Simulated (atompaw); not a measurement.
**Pseudopotential generation for I: PAW (atompaw), PBE**

Aim: build the potential from the settings below, then test how well it stands in for the atom: scattering, ghost states and the plane-wave cutoff that it needs.

The numbers are computed with atompaw 4.2.0.5 (PBE, scalar-relativistic, spin-unpolarised reference atom).

## (1) Starting point

Typed settings, in words:

```
element                 : iodine (I, Z = 53)
type                    : PAW
frozen core             : [Ar] 3d10
valence charge          : 25
reference configuration : 4s2 4p6 4d10 5s2 5p5
partial waves           : 4s (bound): rc 1.25 bohr; 5s (bound): rc 1.15 bohr; 4p (bound): rc 1.25 bohr; 5p (bound): rc 1.25 bohr; 4d (bound): rc 1.25 bohr; 4d channel at -1.25 Ry: rc 1.25 bohr
local potential         : troulliermartins scheme with l = 3 at 0 Ry, radius 0.95 bohr
core correction         : smooth core density matched at 1.00 bohr
augmentation charge     : sinc compensation charge, radius 1.10 bohr; PAW radius 1.25 bohr; waves and projectors: custom polynom2 7 10 vanderbiltortho
```

The outer shells as boxes (Hund's rule for the drawing; the calculation is spin-unpolarised):

```
[Ar] core
3d [↑↓][↑↓][↑↓][↑↓][↑↓]
4s [↑↓]
4p [↑↓][↑↓][↑↓]
4d [↑↓][↑↓][↑↓][↑↓][↑↓]
5s [↑↓]
5p [↑↓][↑↓][↑ ]
```

## (2) Generating the potential

I.input reads:

```
I 53
GGA-PBE scalarrelativistic loggrid 1500 logderivrange -15 5 501
5 5 4 0 0 0
5 1 5
0 0 0
c
c
c
v
v
c
c
v
v
c
v
2
1.25 1.10 0.95 1.00
n
n
y
-1.25
n
custom polynom2 7 10 vanderbiltortho sinc
3 0 troulliermartins
1.25
1.15
1.25
1.25
1.25
1.25
PWSCFOUT
UPFDX 0.0125d0 UPFXMIN -7.d0 UPFZMESH 53.d0
END
```

On the command line:

```console
$ atompaw < I.input > I.log
```

**Question.** What will these runs give? Wanted: cutoffs; bound ghosts; largest phase difference near zero energy, channels read; lowest eigenvalue of the overlap; share of valence orbitals outside the PAW sphere; UPF file.

**Answer**, as computed:

```
                                                quantity                                      value
                                                 cutoffs                             not determined
                                            bound ghosts                             s at -80.60 eV
largest phase difference near zero energy, channels read                                  0.001 rad
         lowest eigenvalue of the overlap (Bessel basis)                                  0.757 (s)
        share of valence orbitals outside the PAW sphere  4s 3 %, 5s 89 %, 4p 6 %, 5p 95 %, 4d 17 %
                                                UPF file                                    written
```

In words: It has a bound ghost (s), a state that the atom doesn't have, and that rules the file out. Even at 400 Ry an occupied level stays 7 mRy from its reference, so no cutoffs are read. Near zero energy the phases of the channels with partial waves agree within 0.001 rad. The pseudo curves have a pole with no partner nearby in the atom's: s at -5.94 Ry. All of this concerns the isolated atom, not yet a solid.
